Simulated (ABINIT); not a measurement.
# AlIn2 (P4/mmm) in ABINIT: single point with PW91

Aim: the single point of AlIn2 with PW91.

Program: ABINIT 10.8.3 (patched build). These are calculated values, not measurements. Logs are shortened: lines on timing, memory, paths and dates and some standing lists are left out, and cuts for length are marked. The log counts tension as positive stress, the text compression.

### Step 1. Starting point

It takes space group P4/mmm (No. 123, tetragonal). Conventional cell: a = 5.571 Å, b = 5.571 Å, c = 3.010 Å, α = 90.00°, β = 90.00°, γ = 90.00°. Al (site symmetry 4/mmm) has 4 In at 2.79 Å and 2 Al at 3.01 Å as nearest neighbours. In (site symmetry mmm) has 2 Al at 2.79 Å and 2 In at 3.01 Å as nearest neighbours.

The cell was built by a generator and needn't be a form met in nature.

### Step 2. Single point, PW91

run.abi reads:

```
pp_dirpath "./"
pseudos "Al.upf, In.upf"

acell 3*1.0 Angstrom
rprim
     5.5709600000     0.0000000000     0.0000000000
     0.0000000000     5.5709600000     0.0000000000
     0.0000000000     0.0000000000     3.0099600000
ntypat 2
znucl 13 49
natom 3
typat 1 2 2
xred
     0.0000000000     0.0000000000     0.0000000000
     0.0000000000     0.5000000000     0.0000000000
     0.5000000000     0.0000000000     0.0000000000

ecut 35.0

kptopt 1
ngkpt 4 4 7
nshiftk 1
shiftk 0.0 0.0 0.0

ixc -109134

nband 19
occopt 3
tsmear 0.00183747

nstep 100
tolvrs 1.0e-10

iomode 3
prtwf 0
prtden 0
prteig 0
prtebands 0
enunit 1
```

Potentials or basis: Ansatz NC PBE.

Started as:

```
$ mpirun --bind-to none -np 4 abinit run.abi > log 2>&1
```

run.abo:

```text
[... set-up lines left out ...]
 ETOT  1  -136.74705464582    -1.367E+02 5.927E-01 1.412E+03
 ETOT  2  -138.87254123531    -2.125E+00 5.156E-02 1.396E+03
 ETOT  3  -139.08905737157    -2.165E-01 1.309E-02 2.411E+02
 ETOT  4  -139.12026016360    -3.120E-02 1.830E-03 5.114E+01
 ETOT  5  -139.12841313952    -8.153E-03 3.789E-04 1.708E+00
 ETOT  6  -139.12871318201    -3.000E-04 6.369E-04 5.557E-02
 ETOT  7  -139.12871861774    -5.436E-06 1.572E-04 2.309E-03
 ETOT  8  -139.12871877962    -1.619E-07 2.475E-04 2.546E-04
 ETOT  9  -139.12871882179    -4.217E-08 7.965E-05 9.549E-06
 ETOT 10  -139.12871882371    -1.919E-09 1.077E-04 1.065E-07
 ETOT 11  -139.12871882372    -9.862E-12 3.522E-05 1.139E-09
 ETOT 12  -139.12871882374    -1.370E-11 7.916E-05 2.085E-10
 ETOT 13  -139.12871882373     5.741E-12 2.667E-05 7.255E-12

 At SCF step   13       vres2   =  7.25E-12 < tolvrs=  1.00E-10 =>converged.

 Cartesian components of stress tensor (hartree/bohr^3)
  sigma(1 1)= -2.08478528E-06  sigma(3 2)=  0.00000000E+00
  sigma(2 2)= -2.08478528E-06  sigma(3 1)=  0.00000000E+00
  sigma(3 3)= -5.43805892E-06  sigma(2 1)=  0.00000000E+00

--- !ResultsGS
iteration_state: {dtset: 1, }
comment   : Summary of ground state results
lattice_vectors:
- [ 10.5275887,   0.0000000,   0.0000000, ]
- [  0.0000000,  10.5275887,   0.0000000, ]
- [  0.0000000,   0.0000000,   5.6880000, ]
lattice_lengths: [  10.52759,   10.52759,    5.68800, ]
lattice_angles: [ 90.000,  90.000,  90.000, ] # degrees, (23, 13, 12)
lattice_volume:   6.3040174E+02
convergence: {deltae:  5.741E-12, res2:  7.255E-12, residm:  2.667E-05, diffor: null, }
etotal    :  -1.39128719E+02
entropy   :   0.00000000E+00
fermie    :   1.47500445E-01
cartesian_stress_tensor: # hartree/bohr^3
- [ -2.08478528E-06,   0.00000000E+00,   0.00000000E+00, ]
- [  0.00000000E+00,  -2.08478528E-06,   0.00000000E+00, ]
- [  0.00000000E+00,   0.00000000E+00,  -5.43805892E-06, ]
pressure_GPa:   9.4222E-02
xred      :
- [  0.0000E+00,   0.0000E+00,   0.0000E+00, Al]
- [  0.0000E+00,   5.0000E-01,   0.0000E+00, In]
- [  5.0000E-01,   0.0000E+00,   0.0000E+00, In]
cartesian_forces: # hartree/bohr
- [ -0.00000000E+00,  -0.00000000E+00,  -0.00000000E+00, ]
- [ -0.00000000E+00,  -0.00000000E+00,  -0.00000000E+00, ]
- [ -0.00000000E+00,  -0.00000000E+00,  -0.00000000E+00, ]
force_length_stats: {min:   0.00000000E+00, max:   0.00000000E+00, mean:   0.00000000E+00, }
...

 Integrated electronic density in atomic spheres:
 ------------------------------------------------
 Atom  Sphere_radius  Integrated_density
    1        2.00000          0.85677508
    2        2.00000          9.91078627
    3        2.00000          9.91078627
================================================================================

 ----iterations are completed or convergence reached----

 Mean square residual over all n,k,spin=   11.484E-08; max=  26.669E-06
 reduced coordinates (array xred) for    3 atoms
       0.000000000000      0.000000000000      0.000000000000
       0.000000000000      0.500000000000      0.000000000000
       0.500000000000      0.000000000000      0.000000000000
 rms dE/dt=  0.0000E+00; max dE/dt=  0.0000E+00; dE/dt below (all hartree)
    1       0.000000000000      0.000000000000      0.000000000000
    2       0.000000000000      0.000000000000      0.000000000000
    3       0.000000000000      0.000000000000      0.000000000000

 cartesian coordinates (angstrom) at end:
    1      0.00000000000000     0.00000000000000     0.00000000000000
    2      0.00000000000000     2.78548000000000     0.00000000000000
    3      2.78548000000000     0.00000000000000     0.00000000000000

 cartesian forces (hartree/bohr) at end:
    1     -0.00000000000000    -0.00000000000000    -0.00000000000000
    2     -0.00000000000000    -0.00000000000000    -0.00000000000000
    3     -0.00000000000000    -0.00000000000000    -0.00000000000000
 frms,max,avg= 0.0000000E+00 0.0000000E+00   0.000E+00  0.000E+00  0.000E+00 h/b

 cartesian forces (eV/Angstrom) at end:
    1     -0.00000000000000    -0.00000000000000    -0.00000000000000
    2     -0.00000000000000    -0.00000000000000    -0.00000000000000
    3     -0.00000000000000    -0.00000000000000    -0.00000000000000
 frms,max,avg= 0.0000000E+00 0.0000000E+00   0.000E+00  0.000E+00  0.000E+00 e/A
 length scales=  1.889726125908  1.889726125908  1.889726125908 bohr
              =  1.000000000000  1.000000000000  1.000000000000 angstroms
 Fermi (or HOMO) energy (eV) =   4.01369   Average Vxc (eV)=  -8.94755
 Eigenvalues (   eV  ) for nkpt=  24  k points:
 kpt#   1, nband= 19, wtk=  0.00893, kpt=  0.0000  0.0000  0.0000 (reduced coord)
 -10.96859  -10.93083  -10.68328  -10.63580  -10.59436  -10.50452  -10.42499  -10.42499
 -10.40956  -10.40956   -4.65829   -1.17254    1.09713    1.09713    1.76448    5.90641
   5.90641    8.63443    8.66124
 prteigrs : prtvol=0 or 1, do not print more k-points.

--- !EnergyTerms
iteration_state     : {dtset: 1, }
comment             : Components of total free energy in Hartree
kinetic             :  8.41732632760688E+01
hartree             :  3.83885387782073E+01
xc                  : -4.50539061500337E+01
Ewald energy        : -7.45880938066683E+01
psp_core            :  2.39408263560370E+00
local_psp           : -1.15465638581501E+02
non_local_psp       : -2.89763628006583E+01
internal            : -1.39128116648982E+02
'-kT*entropy'       : -6.02174748936513E-04
total_energy        : -1.39128718823731E+02
total_energy_eV     : -3.78588530582103E+03
band_energy         : -7.66632054953671E+00
...

 Cartesian components of stress tensor (hartree/bohr^3)
  sigma(1 1)= -2.08478528E-06  sigma(3 2)=  0.00000000E+00
  sigma(2 2)= -2.08478528E-06  sigma(3 1)=  0.00000000E+00
  sigma(3 3)= -5.43805892E-06  sigma(2 1)=  0.00000000E+00

-Cartesian components of stress tensor (GPa)         [Pressure=  9.4222E-02 GPa]
- sigma(1 1)= -6.13365006E-02  sigma(3 2)=  0.00000000E+00
- sigma(2 2)= -6.13365006E-02  sigma(3 1)=  0.00000000E+00
- sigma(3 3)= -1.59993217E-01  sigma(2 1)=  0.00000000E+00

== END DATASET(S) ==============================================================
================================================================================

 -outvars: echo values of variables after computation  --------
            acell      1.8897261259E+00  1.8897261259E+00  1.8897261259E+00 Bohr
           etotal     -1.3912871882E+02
            fcart     -0.0000000000E+00 -0.0000000000E+00 -0.0000000000E+00
                      -0.0000000000E+00 -0.0000000000E+00 -0.0000000000E+00
                      -0.0000000000E+00 -0.0000000000E+00 -0.0000000000E+00
            rprim      5.5709600000E+00  0.0000000000E+00  0.0000000000E+00
                       0.0000000000E+00  5.5709600000E+00  0.0000000000E+00
                       0.0000000000E+00  0.0000000000E+00  3.0099600000E+00
           strten     -2.0847852811E-06 -2.0847852811E-06 -5.4380589191E-06
                       0.0000000000E+00  0.0000000000E+00  0.0000000000E+00
           xangst      0.0000000000E+00  0.0000000000E+00  0.0000000000E+00
                       0.0000000000E+00  2.7854800000E+00  0.0000000000E+00
                       2.7854800000E+00  0.0000000000E+00  0.0000000000E+00
             xred      0.0000000000E+00  0.0000000000E+00  0.0000000000E+00
                       0.0000000000E+00  5.0000000000E-01  0.0000000000E+00
                       5.0000000000E-01  0.0000000000E+00  0.0000000000E+00
 Calculation completed.
```

Run time: 36 s. Hardware: 4 MPI ranks of Arm Neoverse V1, shared host; peak memory 0.4 GiB.

What came out:

* Free energy: -3785.8853 eV
* Pressure: 0.1 GPa
* Band gap on the k mesh: none (metal or under the smearing width)
* Valence electrons inside the program's atomic spheres: Al 0.86; In 9.91

Caveat: this build's PW91 may differ from other programs'; the potentials were made for another functional, which shifts forces and pressure.
